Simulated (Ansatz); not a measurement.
**H₅O₂SSi₂ radical: up Jacob's ladder to CCSD(T)**

The task here is to estimate one member of a computed series from the others.

Method: functionals in def2-TZVPP, the program's frozen cores in correlated methods; program: Ansatz 0.2.0, Gaussian basis.

Levels to be run: PBE-D4, r2SCAN-D4, PBE0-D4, B3LYP-D4, ωB97X-V, ωB97M-V, B2PLYP; CCSD(T)/def2-TZVPP; MP2/def2-QZVPP; extrapolation to the limit.

## Structure used throughout

The geometry comes from an earlier relaxation with PBE0-D4 in a triple-zeta def2 set; it is a stationary point, not always the lowest conformer.

10 atoms, charge 0, spin multiplicity 2.

Atoms are counted from 1 here; the program's logs count them from 0.

Bond lengths: O1–Si2 1.670 Å, O1–H6 0.960 Å, Si2–S3 2.116 Å, Si2–H7 1.496 Å, S3–Si4 2.154 Å, Si4–O5 1.634 Å, Si4–H8 1.477 Å, Si4–H9 1.485 Å, O5–H10 0.965 Å. Angles: Si2–O1–H6 116.1°, O1–Si2–S3 107.2°, O1–Si2–H7 110.9°, S3–Si2–H7 107.1°, Si2–S3–Si4 96.4°, S3–Si4–O5 111.8°, S3–Si4–H8 106.3°, S3–Si4–H9 107.4°, O5–Si4–H8 107.8°, O5–Si4–H9 111.9°, H8–Si4–H9 111.6°, Si4–O5–H10 113.1°.

The first run:

Input file in.yaml:

```yaml
crystal:
  periodic: [false, false, false]
  atoms:
    - {symbol: O, position_ang: [-1.439803, -0.450828, 0.757782]}
    - {symbol: Si, position_ang: [-0.794548, -1.559459, -0.311820]}
    - {symbol: S, position_ang: [1.284108, -1.181544, -0.424346]}
    - {symbol: Si, position_ang: [1.131020, 0.963349, -0.557274]}
    - {symbol: O, position_ang: [0.644711, 1.626242, 0.854903]}
    - {symbol: H, position_ang: [-2.398184, -0.391304, 0.776953]}
    - {symbol: H, position_ang: [-0.961174, -2.954910, 0.201968]}
    - {symbol: H, position_ang: [2.493165, 1.458556, -0.842878]}
    - {symbol: H, position_ang: [0.192986, 1.274115, -1.666192]}
    - {symbol: H, position_ang: [-0.152281, 1.215783, 1.210924]}
basis:
  gaussian: {orbitals: def2-TZVPP}
magnetization: {spin_polarized: true, initial_magnetization: 1}
hamiltonian: {xc: pbe, dispersion: d4}
output: {forces: true, orbitals: {seedname: orbitals}}
```

Launch:

```
ansatz run in.yaml --threads 2 --pin off --events-out ev --progress --plain --max-ram 32768MiB --backend cpu
```

Among the steps run: PBE-D4 (GGA); r2SCAN-D4 (meta-GGA); PBE0-D4 (hybrid); B3LYP-D4 (hybrid); ωB97X-V (range-separated); ωB97M-V (range-separated); B2PLYP (double hybrid); CCSD(T) in def2-TZVPP; MP2 in def2-QZVPP.

One table of the session follows, with a row left open; its other results are not shown here.

| method | atomisation energy (eV) |
| --- | --- |
| PBE-D4 | 35.859 |
| r2SCAN-D4 | 35.758 |
| PBE0-D4 | 35.172 |
| B3LYP-D4 | 35.339 |
| ωB97X-V | 35.715 |
| ωB97M-V | 35.637 |
| B2PLYP | ? |
| HF/def2-TZVPP | 25.199 |
| MP2/def2-TZVPP | 35.223 |
| CCSD/def2-TZVPP | 33.840 |
| CCSD(T)/def2-TZVPP | 34.430 |
| MP2/CBS | 36.460 |
| CCSD(T)/CBS | 35.668 |

Q: Estimate the row for B2PLYP from the others.

As computed: atomisation energy (eV): 34.934. In the column «atomisation energy (eV)» it lies between CCSD(T)/def2-TZVPP (34.430) and PBE0-D4 (35.172).

Limits of these values: Free atoms (2 O, 2 Si, 1 S, 5 H) were run apart at each level; the atomisation energy is their sum less the molecule, without zero-point or spin-orbit terms.
